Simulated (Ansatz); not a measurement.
This script drives Ansatz's Python interface.

Script `ch5aso.py`:
```python
# -*- coding: utf-8 -*-
"""Energy of CH5AsO against one bond angle."""

import ansatz
from ase import Atoms

BASIS_SET = "def2-SVP"
FUNCTIONAL = "cam_b3lyp"
FORCE_TOL = 0.02


def main():
    atoms = Atoms(["C", "O", "As", "H", "H", "H", "H", "H"], positions=[
        (-0.3971, 0.7605, -0.2039),
        (-0.8587, -0.1192, 0.7597),
        (0.2202, -1.6048, 0.6795),
        (-0.5698, 0.4213, -1.2383),
        (0.6283, 1.0662, -0.1159),
        (-1.0388, 1.7508, -0.0964),
        (1.5728, -0.7833, 1.0193),
        (0.5352, -1.5486, -0.8599),
    ])

    # start the scan from a relaxed geometry
    first = (
        ansatz.Crystal.molecule_from_ase(atoms).calculation()
        .basis(gaussian=BASIS_SET)
        .functional(FUNCTIONAL)
        .relax(force_tolerance=FORCE_TOL, max_steps=80)
    )
    atoms.positions = first.run().report["positions_ang"]

    rows = []
    for angle in [90, 100, 110, 120, 135, 150, 165, 179]:
        bent = atoms.copy()
        bent.set_angle(0, 1, 2, angle, indices=[2, 6, 7])
        calc = ansatz.Crystal.molecule_from_ase(bent).calculation()
        calc = calc.basis(gaussian=BASIS_SET)
        calc = calc.functional(FUNCTIONAL)
        rows.append((angle, calc.run().report["free_energy_ev"]))
    floor = min(e for _, e in rows)
    for angle, e in rows:
        print(f"angle C0-O1-As2 = {angle:3d} deg   {1000 * (e - floor):9.1f} meV")


if __name__ == "__main__":
    main()
```

It is started by `python ch5aso.py`. How long does it take on 1 thread of Arm Neoverse V1 (shared host), and how much memory does it need?

It took about 51 s, with a peak of 0.27 GiB, for 9 runs of the engine.

```console
$ python ch5aso.py
angle C0-O1-As2 =  90 deg      1454.4 meV
angle C0-O1-As2 = 100 deg       484.9 meV
angle C0-O1-As2 = 110 deg        95.1 meV
angle C0-O1-As2 = 120 deg         0.0 meV
angle C0-O1-As2 = 135 deg       137.1 meV
angle C0-O1-As2 = 150 deg       419.3 meV
angle C0-O1-As2 = 165 deg       696.2 meV
angle C0-O1-As2 = 179 deg       839.2 meV
```

The scan is rigid, and the energies are electronic, in a modest basis. The zero is the lowest point of the grid, which needn't be the minimum.
